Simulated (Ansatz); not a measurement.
# Be3N2: an axial (c/a) deformation path

The task here is to estimate one member of a computed series from the others.

Computed with Ansatz 0.2.0 (DFT LDA, scalar-relativistic, plane waves, PAW, unless a step's input says otherwise).

**Starting point**

The structure is trigonal, space group R3m (No. 160). Conventional cell: a = 2.840 Å, b = 2.840 Å, c = 14.599 Å, α = 90.00°, β = 90.00°, γ = 120.00°. Around Be (site symmetry 3m) lie 4 N at 1.65 to 2.20 Å. Be (site symmetry 3m) has 4 N at 1.66 to 1.84 Å as nearest neighbours. Around Be (site symmetry 3m) lie 4 N at 1.68 to 1.78 Å. Around N (site symmetry 3m) lie 5 Be at 1.65 to 1.68 Å. N (site symmetry 3m) is surrounded by 7 Be at 1.78 to 2.20 Å.

Coordinates:

```cif
data_structure
_symmetry_space_group_name_H-M 'R3m:H'
_symmetry_Int_Tables_number 160
_cell_length_a 2.8396
_cell_length_b 2.8396
_cell_length_c 14.5986
_cell_angle_alpha 90.000
_cell_angle_beta 90.000
_cell_angle_gamma 120.000
_cell_volume 101.94
loop_
_atom_site_label
_atom_site_type_symbol
_atom_site_symmetry_multiplicity
_atom_site_Wyckoff_symbol
_atom_site_fract_x
_atom_site_fract_y
_atom_site_fract_z
_atom_site_occupancy
Be1 Be 3 a 0.00000 0.00000 0.14100 1
Be2 Be 3 a 0.66667 0.33333 0.01564 1
Be3 Be 3 a 0.66667 0.33333 0.24453 1
N1 N 3 a 0.66667 0.33333 0.12917 1
N2 N 3 a 0.00000 0.00000 0.29157 1
```

The structure comes from the Materials Project (structure only).

Set-up of the first run:

input.yaml

```yaml
crystal:
  lattice:
    - [1.4198050555, 0.819724831, 4.8662156628]
    - [-1.4198050555, 0.819724831, 4.8662156628]
    - [0.0, -1.639449662, 4.8662156628]
  atoms:
    - { symbol: Be, position: [0.85900108, 0.85900108, 0.85900108] }
    - { symbol: Be, position: [0.31769456, 0.31769456, 0.31769456] }
    - { symbol: Be, position: [0.08880677, 0.08880677, 0.08880677] }
    - { symbol: "N", position: [0.20416268, 0.20416268, 0.20416268] }
    - { symbol: "N", position: [0.70843491, 0.70843491, 0.70843491] }
basis:
  ecutwfc: 420
kpoints:
  mp_grid: { grid: [9, 9, 9] }
hamiltonian:
  xc: lda
scf:
  occupations: { method: gaussian, width: 0.1 }
output:
  forces: true
  stress: true
  eigenvalues: true
```

Command:

```console
ansatz run input.yaml --threads 1 --pin off --max-ram 1228MiB --backend cpu --events-out ev --progress --plain --runs-dir out
```

Steps of the session up to this table: Quick check of gap, pressure and forces; Zero of the scan; At ρ = 0.850; ρ = 1.200; Point ρ = 0.920; At ρ = 1.100; ρ = 0.960; Point ρ = 1.050; At ρ = 0.800; At ρ = 1.300.

One of the session's tables, all rows but one given; the rest of the session is left out.

The scan, with free energies counted from the undisturbed cell:

| ρ | ΔE (meV/atom) | pressure (GPa) | gap on the mesh (eV) |
| --- | --- | --- | --- |
| 0.800 | 313.0 | 3.8 | 2.38 |
| 0.850 | 161.9 | -2.4 | 2.55 |
| 0.920 | 41.5 | -6.9 | 2.82 |
| 0.960 | 9.8 | -7.7 | 2.84 |
| 1.000 | 0.0 | -7.5 | 2.71 |
| 1.050 | 14.0 | -6.2 | 2.49 |
| 1.100 | ? | ? | ? |
| 1.200 | 195.0 | 3.0 | 1.67 |
| 1.300 | 407.5 | 11.9 | 0.69 |

Estimate the missing values for ρ = 1.100.

Worked estimate for «ΔE (meV/atom)». A straight line through the neighbours (1.050, 14.0) and (1.200, 195.0) gives 14.0 + (195.0 − 14.0) × (1.100 − 1.050) / (1.200 − 1.050) = 74.3; a parabola fitted to 4 rows on both sides gives 56.2.

As computed: ΔE (meV/atom): 53.1; pressure (GPa): -3.8; gap on the mesh (eV): 2.24. In «ΔE (meV/atom)» the line misses by +21.2 and the parabola by +3.1.
